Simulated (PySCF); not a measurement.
# C3H8F2Si: the cost of one run

The runs use PySCF 2.14.0, with density-fitted response routines of our own; the level of theory stands in each step. All values are computed, except where a source is named. Atoms count from 0, in the outputs and in this text.

## (1) The starting structure

14 atoms, charge 0, multiplicity 1; geometry from: GFN2-xTB. The atoms were then displaced at random by about 0.01 Å, so the start is not that level's minimum.

Bonds of the start (Å): F0–C1 1.34, C1–F2 1.36, C1–C3 1.53, C3–C4 1.49, C4–Si5 1.91, C1–H6 1.10, C3–H7 1.09, C3–H8 1.13, C4–H9 1.10, C4–H10 1.11, Si5–H11 1.45, Si5–H12 1.46, Si5–H13 1.46.

## (2) Geometry optimisation at PBE0-D3(BJ)/def2-SVP

Job settings and geometry (Å):

```
{"job": {"xc": "PBE0", "basis": "def2-SVP", "d3": "d3bj", "grid": 1, "shake": 0.01, "kind": "geom"}, "charge": 0, "multiplicity": 1}
F     -2.785160    -0.475570    -0.624290
C     -1.577410     0.091000    -0.475800
F     -1.042590     0.114470    -1.723380
C     -0.700660    -0.723060     0.483090
C      0.522730     0.005250     0.917200
Si     1.730650     0.455800    -0.489080
H     -1.699100     1.137960    -0.153330
H     -0.459100    -1.657660    -0.014080
H     -1.370900    -0.953570     1.365120
H      1.038480    -0.621230     1.663270
H      0.227760     0.916230     1.470830
H      1.249270     1.610620    -1.222230
H      1.864310    -0.705720    -1.360350
H      2.994570     0.790400     0.155280
```

The run is started by

```sh
> OMP_NUM_THREADS=1 python probes_run.py task.json out
```

This one command runs all jobs of the session in turn.

**Question.** How long does this first job take on 1 thread of Arm Neoverse N1, shared host, and how much memory does it need?

About 73 s, with a peak of 0.51 GiB.
